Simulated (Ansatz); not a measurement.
I need a test of scalar relativity of AsSi (charge +1). Use the Ansatz DFT code, driven from Python. Level of theory (for the species named): PBE0, cc-pVTZ basis, multiplicity 3.

```xyz
2

Si    0.0000    0.0000    0.0000
As    0.0000    0.0000    2.3900
```

Script `run_x2c.py`:
```python
"""AsSi(+) with and without the spin-free two-component Hamiltonian."""

import ansatz as az
import numpy as np

GEOMETRY = """
Si    0.00000    0.00000    0.00000
As    0.00000    0.00000    2.39000
"""

molecule = az.Crystal.molecule()
for line in GEOMETRY.strip().splitlines():
    symbol, *xyz = line.split()
    molecule = molecule.atom(symbol, [float(v) for v in xyz])

job = (
    molecule.calculation()
    .functional("pbe0")
    .charge(1)
    .spin("collinear", total=2)
    .forces()
)
# a set contracted for a scalar-relativistic Hamiltonian goes with the relativistic run
sets = {"none": "cc-pVTZ", "scalar": "cc-pVTZ-DK"}
found = {kind: job.basis(gaussian=basis).pseudopotentials(relativity=kind).run().report for kind, basis in sets.items()}
for kind, each in found.items():
    dipole = 4.803205 * np.linalg.norm(each["charge_distribution"]["dipole_moment_e_ang"])
    print(f"{kind:7s} E = {each['free_energy_ev']:.4f} eV  dipole {dipole:.3f} D  largest force component {np.abs(each['forces_ev_ang']).max():.4f} eV/A")
print(f"relativity lowers the total energy by {found['none']['free_energy_ev'] - found['scalar']['free_energy_ev']:.3f} eV")
```

Output of `python run_x2c.py`:
```text
none    E = -68699.0397 eV  dipole 3.285 D  largest force component 0.6895 eV/A
scalar  E = -69392.4671 eV  dipole 3.252 D  largest force component 0.7186 eV/A
relativity lowers the total energy by 693.427 eV
```

What to keep in mind:
- Total energies depend on the basis set; only differences at equal settings carry meaning.
- The geometry is a force-field or estimated start, not a minimum of this method. The basis set changes with the Hamiltonian (a set recontracted for scalar relativity), and most of the change in the total lies in the cores.
- The species is open-shell (spin multiplicity 3).
- An ion's dipole depends on the origin; the program takes it about the centre of nuclear charge.
- The spin state was assumed, and another may lie lower.
- Run time: 10 s on 1 thread of Arm Neoverse V1, with other jobs on the host, peak memory 0.22 GiB.
